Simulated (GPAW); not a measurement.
## GaF in GPAW: the effect of functional

The system is GaF.

```
Ga F
1.0
     3.16592    0.00000    0.00000
     0.00000    3.16592    0.00000
     0.00000    0.00000    3.16592
Ga F
1 1
Direct
  0.00000 0.00000 0.00000
  0.50000 0.50000 0.50000
```

The cell was built by a generator and needn't be a form met in nature.

Alike in all runs:

| Item | Value |
| --- | --- |
| Program | GPAW 26.7.0 |
| Task | band structure |
| Cutoff | 800 eV |
| Basis | pw |
| k mesh | 8 × 8 × 8 |
| Occupations | fermi-dirac, width 0.05 eV |
| Spin | no spin polarisation |

| functional | potentials or basis | gap on the mesh (eV) |
| --- | --- | --- |
| LDA | the program's PAW data sets (release 1.2.1) made for this functional | 0.36 |
| PBE | GPAW PAW data sets (gpaw-data 1.2.1) | 0.34 |
| r2SCAN | GPAW PAW data sets (gpaw-data 1.2.1) | 0.58 |
| AM05 | PAW data sets generated in the run's folder for this functional | 0.26 |
| PW91 | PAW data sets generated in the run's folder for this functional | 0.41 |
| PBEsol | PAW data sets generated in the run's folder for this functional | 0.23 |
| revPBE | the program's PAW data sets (release 1.2.1) made for this functional | 0.34 |
| vdW-DF2 | GPAW PAW data sets (gpaw-data 1.2.1) | ? |
| RPBE | the program's PAW data sets (release 1.2.1) made for this functional | 0.34 |

Task: What does the run with functional vdW-DF2 give?

Result: gap on the mesh 0.91 eV.

